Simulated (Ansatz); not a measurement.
# Cl2FH3O2Si2: up Jacob's ladder to CCSD(T)

The task here is to estimate one member of a computed series from the others.

Method: functionals in def2-TZVPP, the program's frozen cores in correlated methods; program: Ansatz 0.2.0, Gaussian basis.

Plan: PBE-D4, r2SCAN-D4, PBE0-D4, B3LYP-D4, ωB97X-V, ωB97M-V, B2PLYP; CCSD(T)/def2-TZVPP; MP2/def2-QZVPP; extrapolation to the limit.

**Structure used throughout**

All runs share one geometry, relaxed beforehand with PBE0-D4 in a triple-zeta def2 set.

SMILES `O[SiH](O)[Si](F)(Cl)Cl`, 10 atoms, charge 0, spin multiplicity 1.

Atoms are counted from 1 here; the program's logs count them from 0.

Bond lengths: O1–Si2 1.631 Å, O1–H8 0.959 Å, Si2–O3 1.641 Å, Si2–Si4 2.343 Å, Si2–H9 1.491 Å, O3–H10 0.958 Å, Si4–F5 1.593 Å, Si4–Cl6 2.036 Å, Si4–Cl7 2.040 Å. Angles: Si2–O1–H8 119.2°, O1–Si2–O3 109.8°, O1–Si2–Si4 103.6°, O1–Si2–H9 112.8°, O3–Si2–Si4 111.3°, O3–Si2–H9 108.8°, Si4–Si2–H9 110.4°, Si2–O3–H10 118.2°, Si2–Si4–F5 109.3°, Si2–Si4–Cl6 112.6°, Si2–Si4–Cl7 111.7°, F5–Si4–Cl6 107.1°, F5–Si4–Cl7 106.7°, Cl6–Si4–Cl7 109.1°.

The first run:

The input, in.yaml:

```yaml
crystal:
  periodic: [false, false, false]
  atoms:
    - {symbol: O, position_ang: [0.860944, -1.443284, -0.928921]}
    - {symbol: Si, position_ang: [0.778770, -0.007417, -0.160629]}
    - {symbol: O, position_ang: [1.484427, -0.125591, 1.316312]}
    - {symbol: Si, position_ang: [-1.523478, 0.387302, 0.025870]}
    - {symbol: F, position_ang: [-1.764526, 1.713917, 0.874582]}
    - {symbol: Cl, position_ang: [-2.501900, -1.120588, 0.981249]}
    - {symbol: Cl, position_ang: [-2.385721, 0.692090, -1.797711]}
    - {symbol: H, position_ang: [1.718373, -1.847169, -1.074375]}
    - {symbol: H, position_ang: [1.435361, 1.094212, -0.921281]}
    - {symbol: H, position_ang: [1.897739, 0.656509, 1.684905]}
basis:
  gaussian: {orbitals: def2-TZVPP}
hamiltonian: {xc: pbe, dispersion: d4}
output: {forces: true, orbitals: {seedname: orbitals}}
```

Launch:

```bash
$ ansatz run in.yaml --threads 2 --pin off --events-out ev --progress --plain --max-ram 32768MiB --backend cuda --devices 0, --max-vram 18GiB
```

Steps of the session up to this table: PBE-D4 (GGA); r2SCAN-D4 (meta-GGA); PBE0-D4 (hybrid); B3LYP-D4 (hybrid); ωB97X-V (range-separated); ωB97M-V (range-separated); B2PLYP (double hybrid); CCSD(T) in def2-TZVPP; MP2 in def2-QZVPP.

One table of the session follows, with a row left open; its other results are not shown here.

It belongs to the step «Atomisation energies». 

| method | atomisation energy (eV) |
| --- | --- |
| PBE-D4 | 39.719 |
| r2SCAN-D4 | 39.402 |
| PBE0-D4 | 38.830 |
| B3LYP-D4 | 38.762 |
| ωB97X-V | 39.396 |
| ωB97M-V | 39.363 |
| B2PLYP | 38.527 |
| HF/def2-TZVPP | 28.089 |
| MP2/def2-TZVPP | 39.514 |
| CCSD/def2-TZVPP | 37.297 |
| CCSD(T)/def2-TZVPP | ? |
| MP2/CBS | 40.970 |
| CCSD(T)/CBS | 39.466 |

Q: Estimate the row for CCSD(T)/def2-TZVPP from the others.

The run gave: atomisation energy (eV): 38.009. In the column «atomisation energy (eV)» it lies between CCSD/def2-TZVPP (37.297) and B2PLYP (38.527).

Caveats from the session: Free atoms (2 O, 2 Si, 1 F, 2 Cl, 3 H) were run apart at each level; the atomisation energy is their sum less the molecule, without zero-point or spin-orbit terms.
